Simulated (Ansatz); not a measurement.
# H8N2OSi2: one species, many methods

The task here is to estimate one member of a computed series from the others.

Method: functionals in def2-TZVPP, the program's frozen cores in correlated methods; program: Ansatz 0.2.0, Gaussian basis.

Plan: PBE-D4, r2SCAN-D4, PBE0-D4, B3LYP-D4, ωB97X-V, ωB97M-V, B2PLYP; CCSD(T)/def2-TZVPP; MP2/def2-QZVPP; extrapolation to the limit.

## Structure used throughout

An earlier PBE0-D4 in a triple-zeta def2 set relaxation fixed the geometry.

SMILES `N[SiH2]N[SiH2]O`, 13 atoms, charge 0, spin multiplicity 1.

Atoms are counted from 1 here; the program's logs count them from 0.

Bond lengths: N1–Si2 1.713 Å, N1–H6 1.006 Å, N1–H7 1.007 Å, Si2–N3 1.724 Å, Si2–H8 1.489 Å, Si2–H9 1.488 Å, N3–Si4 1.718 Å, N3–H10 1.012 Å, Si4–O5 1.648 Å, Si4–H11 1.485 Å, Si4–H12 1.480 Å, O5–H13 0.958 Å. Angles: Si2–N1–H6 120.1°, Si2–N1–H7 122.3°, H6–N1–H7 111.8°, N1–Si2–N3 109.9°, N1–Si2–H8 116.1°, N1–Si2–H9 103.9°, N3–Si2–H8 104.3°, N3–Si2–H9 114.1°, H8–Si2–H9 108.9°, Si2–N3–Si4 129.9°, Si2–N3–H10 114.4°, Si4–N3–H10 115.7°, N3–Si4–O5 114.0°, N3–Si4–H11 106.1°, N3–Si4–H12 110.8°, O5–Si4–H11 111.0°, O5–Si4–H12 103.0°, H11–Si4–H12 112.1° and more.

Set-up of the first run:

in.yaml reads:

```yaml
crystal:
  periodic: [false, false, false]
  atoms:
    - {symbol: N, position_ang: [-0.541578, 1.942714, 1.389971]}
    - {symbol: Si, position_ang: [-0.465722, 0.238281, 1.239686]}
    - {symbol: N, position_ang: [-0.541383, -0.206864, -0.423845]}
    - {symbol: Si, position_ang: [0.384206, -1.359589, -1.299370]}
    - {symbol: O, position_ang: [1.391520, -0.696976, -2.422156]}
    - {symbol: H, position_ang: [-1.011553, 2.358863, 2.176414]}
    - {symbol: H, position_ang: [0.171667, 2.547599, 1.017760]}
    - {symbol: H, position_ang: [0.779845, -0.409560, 1.736335]}
    - {symbol: H, position_ang: [-1.617035, -0.242538, 2.050931]}
    - {symbol: H, position_ang: [-1.265569, 0.265972, -0.950186]}
    - {symbol: H, position_ang: [1.149070, -2.128473, -0.285263]}
    - {symbol: H, position_ang: [-0.493812, -2.231205, -2.112475]}
    - {symbol: H, position_ang: [2.080841, -0.112924, -2.103102]}
basis:
  gaussian: {orbitals: def2-TZVPP}
hamiltonian: {xc: pbe, dispersion: d4}
output: {forces: true, orbitals: {seedname: orbitals}}
```

Launch:

```
$ ansatz run in.yaml --threads 4 --pin off --events-out ev --progress --plain --max-ram 10444MiB
```

Among the steps run: PBE-D4 (GGA); r2SCAN-D4 (meta-GGA); PBE0-D4 (hybrid); B3LYP-D4 (hybrid); ωB97X-V (range-separated); ωB97M-V (range-separated); B2PLYP (double hybrid); CCSD(T) in def2-TZVPP; MP2 in def2-QZVPP.

One of the session's tables, all rows but one given; the rest of the session is left out.

| method | atomisation energy (eV) |
| --- | --- |
| PBE-D4 | 47.131 |
| r2SCAN-D4 | 46.703 |
| PBE0-D4 | 46.399 |
| B3LYP-D4 | 47.045 |
| ωB97X-V | 47.280 |
| ωB97M-V | 47.206 |
| B2PLYP | 46.463 |
| HF/def2-TZVPP | 33.245 |
| MP2/def2-TZVPP | ? |
| CCSD/def2-TZVPP | 45.000 |
| CCSD(T)/def2-TZVPP | 45.605 |
| MP2/CBS | 47.660 |
| CCSD(T)/CBS | 47.164 |

Q: Estimate the row for MP2/def2-TZVPP from the others.

As computed: atomisation energy (eV): 46.100. In the column «atomisation energy (eV)» it lies between CCSD(T)/def2-TZVPP (45.605) and PBE0-D4 (46.399).

Caveats from the session: Free atoms (2 N, 2 Si, 1 O, 8 H) were run apart at each level; the atomisation energy is their sum less the molecule, without zero-point or spin-orbit terms.
